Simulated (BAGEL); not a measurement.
# Si2H3OF (SMILES F[Si]O[SiH3]), step by step

We compute a single-point energy (HF/def2-SV(P)), then a single-point energy (NEVPT2(2,2)/def2-SV(P)), then the energy (CASPT2(2,2)/def2-SV(P)) of Si2H3OF. 

The calculation is run with BAGEL 1.2.2.

2 further runs of the same task are left out: 2 set aside as unsound or not needed.

## Step 1: Starting point

Si2H3OF: 7 atoms, total charge 0, spin state singlet. As SMILES, `F[Si]O[SiH3]`. The F1–Si2 distance was set to 2.183 Å, away from the relaxed value.

Bond lengths: Si2–O3 1.630 Å, O3–Si4 1.657 Å, Si4–H5 1.482 Å, Si4–H6 1.483 Å, Si4–H7 1.483 Å. Angles: Si2–O3–Si4 146.4°, O3–Si4–H5 107.7°, O3–Si4–H6 109.7°, O3–Si4–H7 109.7°, H5–Si4–H6 109.9°, H5–Si4–H7 109.9°, H6–Si4–H7 109.9°. A long bond or contact: F1–Si2 2.183 Å.

## Step 2: A single-point energy at HF/def2-SV(P) (density fitting with svp-jkfit) (run 1)

File input.json:

```json
{ "bagel": [

{
  "title": "molecule",
  "basis": "def2-sv_p_.json",
  "df_basis": "svp-jkfit",
  "angstrom": "true",
  "geometry": [
    { "atom": "F", "xyz": [       1.013070,      -1.711909,       2.017187 ] },
    { "atom": "Si", "xyz": [      -0.428700,      -2.165500,       0.441500 ] },
    { "atom": "O", "xyz": [      -0.538300,      -0.736500,      -0.334600 ] },
    { "atom": "Si", "xyz": [      -0.025600,       0.837100,      -0.406700 ] },
    { "atom": "H", "xyz": [      -0.705100,       1.480700,      -1.555500 ] },
    { "atom": "H", "xyz": [      -0.385700,       1.537800,       0.850000 ] },
    { "atom": "H", "xyz": [       1.444000,       0.875800,      -0.603300 ] }
  ]
},

{
  "title": "hf"
},

{
  "title": "print",
  "file": "orbitals.molden",
  "orbitals": "true"
}

]}
```

The basis set def2-SV(P) is read from a file made from the Basis Set Exchange's data (not shown).

Command:

```
$ BAGEL_NUM_THREADS=1 BAGEL input.json > input.out
```

The program printed:

```text
* using 1 threads per process

  ===============================================================
  ===============================================================

  *** Geometry ***

  { "atom" : "F", "xyz" : [      1.914425,     -3.235039,      3.811931 ] },
  { "atom" : "Si", "xyz" : [     -0.810126,     -4.092202,      0.834314 ] },
  { "atom" : "O", "xyz" : [     -1.017240,     -1.391783,     -0.632302 ] },
  { "atom" : "Si", "xyz" : [     -0.048377,      1.581890,     -0.768552 ] },
  { "atom" : "H", "xyz" : [     -1.332446,      2.798117,     -2.939469 ] },
  { "atom" : "H", "xyz" : [     -0.728867,      2.906021,      1.606267 ] },
  { "atom" : "H", "xyz" : [      2.728765,      1.655022,     -1.140072 ] },

  Number of auxiliary basis functions:      464

  Since a DF basis is specified, we compute 2- and 3-index integrals:
    o Being stored without compression. Storage requirement is 0.018 GB

  Number of basis functions:       70
  Number of electrons      :       48

    * METHOD: MOLECULE                             0.19

  *** RHF ***

  === Nuclear Repulsion ===
   196.4699001043

      * DIIS with orbital gradients will be used.

  === RHF iteration (def2-sv_p_.json) ===
      0       -753.29613961          0.02573208           0.05
      1       -753.43417649          0.02198812           0.05
      2       -753.61682337          0.00170779           0.05
      3       -753.61908824          0.00087266           0.05
      4       -753.61950687          0.00025820           0.05
      5       -753.61958498          0.00008107           0.05
      6       -753.61959566          0.00002579           0.05
      7       -753.61959655          0.00000688           0.05
      8       -753.61959661          0.00000276           0.05
      9       -753.61959661          0.00000140           0.05
     10       -753.61959661          0.00000037           0.05
     11       -753.61959661          0.00000018           0.05
     12       -753.61959661          0.00000005           0.05
     13       -753.61959661          0.00000001           0.05
     14       -753.61959661          0.00000001           0.05
    * SCF iteration converged.

    * Permanent dipole moment:
           (    1.054759,    -0.108246,     1.350248) a.u.

    * METHOD: HF                                   0.84

    * METHOD: PRINT                                0.01

  ===============================================================
```

Wall time 1.2 s (1 thread of Arm Neoverse V1, shared host); peak memory 0.15 GiB.

## Step 3: A single-point energy at NEVPT2(2,2)/def2-SV(P) (density fitting with svp-jkfit) (run 2)

File nevpt2.json:

```json
{ "bagel" : [

{
  "title" : "molecule",
  "basis" : "def2-sv_p_.json",
  "df_basis" : "svp-jkfit",
  "angstrom" : "true",
  "geometry" : [
    { "atom" : "F", "xyz" : [       1.013070,      -1.711909,       2.017187 ] },
    { "atom" : "Si", "xyz" : [      -0.428700,      -2.165500,       0.441500 ] },
    { "atom" : "O", "xyz" : [      -0.538300,      -0.736500,      -0.334600 ] },
    { "atom" : "Si", "xyz" : [      -0.025600,       0.837100,      -0.406700 ] },
    { "atom" : "H", "xyz" : [      -0.705100,       1.480700,      -1.555500 ] },
    { "atom" : "H", "xyz" : [      -0.385700,       1.537800,       0.850000 ] },
    { "atom" : "H", "xyz" : [       1.444000,       0.875800,      -0.603300 ] }
  ]
},

{ "title" : "hf" },

{ "title" : "casscf", "nstate" : 1, "nact" : 2, "nclosed" : 23, "active" : [19, 26], "maxiter" : 200, "natocc" : "true" },

{ "title" : "nevpt2", "nstate" : 1, "nact" : 2, "nclosed" : 23, "active" : [19, 26], "maxiter" : 200, "natocc" : "true", "ncore" : 12 },

{ "title" : "print", "file" : "orbitals.molden", "orbitals" : "true" }

]}
```

The basis set def2-SV(P) is read from a file made from the Basis Set Exchange's data (not shown).

Command:

```
$ BAGEL_NUM_THREADS=1 BAGEL nevpt2.json > nevpt2.out
```

The program printed:

```text
* using 1 threads per process

  ===============================================================
  ===============================================================

  *** Geometry ***

  { "atom" : "F", "xyz" : [      1.914425,     -3.235039,      3.811931 ] },
  { "atom" : "Si", "xyz" : [     -0.810126,     -4.092202,      0.834314 ] },
  { "atom" : "O", "xyz" : [     -1.017240,     -1.391783,     -0.632302 ] },
  { "atom" : "Si", "xyz" : [     -0.048377,      1.581890,     -0.768552 ] },
  { "atom" : "H", "xyz" : [     -1.332446,      2.798117,     -2.939469 ] },
  { "atom" : "H", "xyz" : [     -0.728867,      2.906021,      1.606267 ] },
  { "atom" : "H", "xyz" : [      2.728765,      1.655022,     -1.140072 ] },

  Number of auxiliary basis functions:      464

  Since a DF basis is specified, we compute 2- and 3-index integrals:
    o Being stored without compression. Storage requirement is 0.018 GB

  Number of basis functions:       70
  Number of electrons      :       48

    * METHOD: MOLECULE                             0.18

  *** RHF ***

  === Nuclear Repulsion ===
   196.4699001043

      * DIIS with orbital gradients will be used.

  === RHF iteration (def2-sv_p_.json) ===
      0       -753.29613961          0.02573208           0.05
      1       -753.43417649          0.02198812           0.05
      2       -753.61682337          0.00170779           0.05
      3       -753.61908824          0.00087266           0.05
      4       -753.61950687          0.00025820           0.05
      5       -753.61958498          0.00008107           0.05
      6       -753.61959566          0.00002579           0.05
      7       -753.61959655          0.00000688           0.05
      8       -753.61959661          0.00000276           0.05
      9       -753.61959661          0.00000140           0.05
     10       -753.61959661          0.00000037           0.05
     11       -753.61959661          0.00000018           0.05
     12       -753.61959661          0.00000005           0.05
     13       -753.61959661          0.00000001           0.05
     14       -753.61959661          0.00000001           0.05
    * SCF iteration converged.

    * Permanent dipole moment:
           (    1.054759,    -0.108246,     1.350248) a.u.

    * METHOD: HF                                   0.84

  ---------------------------
      CASSCF calculation
  ---------------------------

    ==== Active orbitals : =====
         Orbital 19
         Orbital 26
    ============================

    * nstate   :      1
    * nclosed  :     23
    * nact     :      2
    * nvirt    :     45
  === CASSCF iteration (def2-sv_p_.json) ===

    * Using the second-order algorithm

      0  0      -753.62140609     4.55e-04      0.02

      1  0      -753.62920670     1.55e-03      0.23

      2  0      -753.63773641     3.33e-03      0.23

      3  0      -753.64289656     6.61e-04      0.31

      4  0      -753.64329997     5.53e-04      0.29

      5  0      -753.64338169     4.11e-04      0.30

      6  0      -753.64341127     2.69e-04      0.29

      7  0      -753.64342272     1.70e-04      0.31

      8  0      -753.64342718     1.06e-04      0.30

      9  0      -753.64342890     6.63e-05      0.31

     10  0      -753.64342957     4.13e-05      0.31

     11  0      -753.64342983     2.57e-05      0.31

     12  0      -753.64342993     1.60e-05      0.31

     13  0      -753.64342997     9.93e-06      0.31

     14  0      -753.64342998     6.18e-06      0.30

     15  0      -753.64342999     3.84e-06      0.31

     16  0      -753.64342999     2.39e-06      0.31

     17  0      -753.64342999     1.48e-06      0.31

     18  0      -753.64342999     9.22e-07      0.29

     19  0      -753.64342999     5.73e-07      0.30

     20  0      -753.64342999     3.56e-07      0.28

     21  0      -753.64342999     2.21e-07      0.29

     22  0      -753.64342999     1.38e-07      0.28

     23  0      -753.64342999     8.55e-08      0.27

     24  0      -753.64342999     5.32e-08      0.25

     25  0      -753.64342999     3.31e-08      0.24

     26  0      -753.64342999     2.05e-08      0.23

     27  0      -753.64342999     1.28e-08      0.22

     28  0      -753.64342999     7.93e-09      0.21

    * Second-order optimization converged. *

     guess   0:   closed 1.                   open ..

  === FCI iteration ===

      0  0      -753.61765324     9.81e-02      0.00
      1  0      -753.64283450     1.14e-02      0.00
      2  0 *    -753.64342999     7.92e-16      0.00

     * ci vector, state   0, <S^2> = 0.0000
       2.     0.9914076927
       .2    -0.1308082061

    * METHOD: CASSCF                               8.04

    * freezing 12 orbitals

  === DF-NEVPT2 calculation ===

    * 3-index integral transformation done
    * assembly done

      NEVPT2 correlation energy:   -0.5001851252      0.10

          (+0)     -0.3938823165
          (+0)'    -0.0516532556
          (+1)     -0.0118505293
          (+1)'    -0.0000000000
          (+2)     -0.0008635939
          (-1)     -0.0371552084
          (-1)'     0.0000000000
          (-2)     -0.0047802216

      NEVPT2 total energy:       -754.1436151186

    * METHOD: NEVPT2                               0.18

    * METHOD: PRINT                                0.01

  ===============================================================
```

Run time: 9.6 s. Hardware: 1 thread of Arm Neoverse V1, shared host; peak memory 0.15 GiB.

## Step 4: The energy at CASPT2(2,2)/def2-SV(P) (density fitting with svp-jkfit) (run 3)

File input.json:

```json
{ "bagel" : [

{
  "title" : "molecule",
  "basis" : "def2-sv_p_.json",
  "df_basis" : "svp-jkfit",
  "angstrom" : true,
  "geometry" : [
    { "atom" : "F", "xyz" : [       1.013070,      -1.711909,       2.017187 ] },
    { "atom" : "Si", "xyz" : [      -0.428700,      -2.165500,       0.441500 ] },
    { "atom" : "O", "xyz" : [      -0.538300,      -0.736500,      -0.334600 ] },
    { "atom" : "Si", "xyz" : [      -0.025600,       0.837100,      -0.406700 ] },
    { "atom" : "H", "xyz" : [      -0.705100,       1.480700,      -1.555500 ] },
    { "atom" : "H", "xyz" : [      -0.385700,       1.537800,       0.850000 ] },
    { "atom" : "H", "xyz" : [       1.444000,       0.875800,      -0.603300 ] }
  ]
},

{
  "title" : "hf"
},

{
  "title" : "casscf",
  "nstate" : 1,
  "nact" : 2,
  "nclosed" : 23,
  "active" : [19, 26],
  "maxiter" : 200,
  "natocc" : true
},

{
  "title" : "print",
  "file" : "orbitals.molden",
  "orbitals" : true
},

{
  "title" : "smith",
  "method" : "caspt2",
  "ms" : true,
  "xms" : true,
  "sssr" : true,
  "shift" : 0.2,
  "shift_imag" : true,
  "ncore" : 12
}

]}
```

The basis set def2-SV(P) is read from a file made from the Basis Set Exchange's data (not shown).

Command:

```
$ BAGEL_NUM_THREADS=1 BAGEL input.json > input.out
```

The program printed:

```text
* using 1 threads per process

  ===============================================================
  ===============================================================

  *** Geometry ***

  { "atom" : "F", "xyz" : [      1.914425,     -3.235039,      3.811931 ] },
  { "atom" : "Si", "xyz" : [     -0.810126,     -4.092202,      0.834314 ] },
  { "atom" : "O", "xyz" : [     -1.017240,     -1.391783,     -0.632302 ] },
  { "atom" : "Si", "xyz" : [     -0.048377,      1.581890,     -0.768552 ] },
  { "atom" : "H", "xyz" : [     -1.332446,      2.798117,     -2.939469 ] },
  { "atom" : "H", "xyz" : [     -0.728867,      2.906021,      1.606267 ] },
  { "atom" : "H", "xyz" : [      2.728765,      1.655022,     -1.140072 ] },

  Number of auxiliary basis functions:      464

  Since a DF basis is specified, we compute 2- and 3-index integrals:
    o Being stored without compression. Storage requirement is 0.018 GB

  Number of basis functions:       70
  Number of electrons      :       48

    * METHOD: MOLECULE                             0.18

  *** RHF ***

  === Nuclear Repulsion ===
   196.4699001043

      * DIIS with orbital gradients will be used.

  === RHF iteration (def2-sv_p_.json) ===
      0       -753.29613961          0.02573208           0.05
      1       -753.43417649          0.02198812           0.05
      2       -753.61682337          0.00170779           0.05
      3       -753.61908824          0.00087266           0.05
      4       -753.61950687          0.00025820           0.05
      5       -753.61958498          0.00008107           0.05
      6       -753.61959566          0.00002579           0.05
      7       -753.61959655          0.00000688           0.05
      8       -753.61959661          0.00000276           0.05
      9       -753.61959661          0.00000140           0.05
     10       -753.61959661          0.00000037           0.05
     11       -753.61959661          0.00000018           0.05
     12       -753.61959661          0.00000005           0.05
     13       -753.61959661          0.00000001           0.05
     14       -753.61959661          0.00000001           0.05
    * SCF iteration converged.

    * Permanent dipole moment:
           (    1.054759,    -0.108246,     1.350248) a.u.

    * METHOD: HF                                   0.83

  ---------------------------
      CASSCF calculation
  ---------------------------

    ==== Active orbitals : =====
         Orbital 19
         Orbital 26
    ============================

    * nstate   :      1
    * nclosed  :     23
    * nact     :      2
    * nvirt    :     45
  === CASSCF iteration (def2-sv_p_.json) ===

    * Using the second-order algorithm

      0  0      -753.62140609     4.55e-04      0.02

      1  0      -753.62920670     1.55e-03      0.23

      2  0      -753.63773641     3.33e-03      0.24

      3  0      -753.64289656     6.61e-04      0.31

      4  0      -753.64329997     5.53e-04      0.29

      5  0      -753.64338169     4.11e-04      0.30

      6  0      -753.64341127     2.69e-04      0.29

      7  0      -753.64342272     1.70e-04      0.31

      8  0      -753.64342718     1.06e-04      0.31

      9  0      -753.64342890     6.63e-05      0.32

     10  0      -753.64342957     4.13e-05      0.30

     11  0      -753.64342983     2.57e-05      0.31

     12  0      -753.64342993     1.60e-05      0.31

     13  0      -753.64342997     9.93e-06      0.32

     14  0      -753.64342998     6.18e-06      0.31

     15  0      -753.64342999     3.84e-06      0.31

     16  0      -753.64342999     2.39e-06      0.30

     17  0      -753.64342999     1.48e-06      0.31

     18  0      -753.64342999     9.22e-07      0.29

     19  0      -753.64342999     5.73e-07      0.30

     20  0      -753.64342999     3.56e-07      0.28

     21  0      -753.64342999     2.21e-07      0.29

     22  0      -753.64342999     1.38e-07      0.28

     23  0      -753.64342999     8.55e-08      0.27

     24  0      -753.64342999     5.32e-08      0.25

     25  0      -753.64342999     3.31e-08      0.25

     26  0      -753.64342999     2.05e-08      0.22

     27  0      -753.64342999     1.28e-08      0.22

     28  0      -753.64342999     7.93e-09      0.21

    * Second-order optimization converged. *

     guess   0:   closed 1.                   open ..

  === FCI iteration ===

      0  0      -753.61765324     9.81e-02      0.00
      1  0      -753.64283450     1.14e-02      0.00
      2  0 *    -753.64342999     7.92e-16      0.00

     * ci vector, state   0, <S^2> = 0.0000
       2.     0.9914076927
       .2    -0.1308082061

    * METHOD: CASSCF                               8.08

    * METHOD: PRINT                                0.01

  === SMITH program ===

    * freezing 12 orbitals

    * Approximate memory requirement for SMITH calulation per MPI process:
      o Storage requirement for T-amplitude, lambda, and residual is 0.01 GB
      o Storage requirement for MO integrals is 0.00 GB
    * Calculating and saving rdm4f

    * Zeroth order energy : state  0       -1.0638120110

    * CASPT2 iteration is performed using orthogonal basis

      -------------------------------------------  CASPT2 iteration  ---------------------------------------------------
       #      aibj      arbs      arbi      airj      risj      airs      arst      rist         Etot      error   time
      ------------------------------------------------------------------------------------------------------------------

       0  -0.39332  -0.00540  -0.03511  -0.01322  -0.00122  -0.04469  -0.00000  -0.00000   -0.4929627  0.0038710   0.05
       1  -0.39436  -0.00548  -0.03549  -0.01401  -0.00146  -0.04655  -0.00000  -0.00000   -0.4973591  0.0010062   0.04
       2  -0.39448  -0.00549  -0.03530  -0.01417  -0.00152  -0.04683  -0.00001  -0.00001   -0.4978069  0.0003472   0.05
       3  -0.39449  -0.00550  -0.03529  -0.01412  -0.00156  -0.04688   0.00000  -0.00000   -0.4978456  0.0001191   0.05
       4  -0.39449  -0.00550  -0.03531  -0.01412  -0.00156  -0.04687   0.00000  -0.00000   -0.4978515  0.0000368   0.05
       5  -0.39449  -0.00550  -0.03531  -0.01412  -0.00156  -0.04686  -0.00000  -0.00000   -0.4978519  0.0000122   0.05
       6  -0.39449  -0.00550  -0.03531  -0.01412  -0.00156  -0.04686  -0.00000  -0.00000   -0.4978520  0.0000037   0.05
       7  -0.39449  -0.00550  -0.03531  -0.01412  -0.00156  -0.04686  -0.00000  -0.00000   -0.4978520  0.0000010   0.05

      ------------------------------------------------------------------------------------------------------------------

    * CASPT2 energy : state  0     -754.1436717797
        w/o shift correction       -754.1412819535
        reference weight              0.8673803499

    * METHOD: SMITH                                0.53

  ===============================================================
```

Wall time 9.9 s (1 thread of Arm Neoverse V1, shared host); peak memory 0.15 GiB.

## Step 5: Summary of results

```
                                   quantity          value
         run 1, HF/def2-SV(P): total energy  -753.61960 Eh
        run 1, HF/def2-SV(P): dipole moment         4.36 D
          run 1, HF/def2-SV(P): HOMO energy      -11.30 eV
          run 1, HF/def2-SV(P): LUMO energy        0.52 eV
        run 1, HF/def2-SV(P): HOMO–LUMO gap       11.82 eV
run 2, NEVPT2(2,2)/def2-SV(P): total energy  -754.14362 Eh
run 3, CASPT2(2,2)/def2-SV(P): total energy  -754.14367 Eh
```
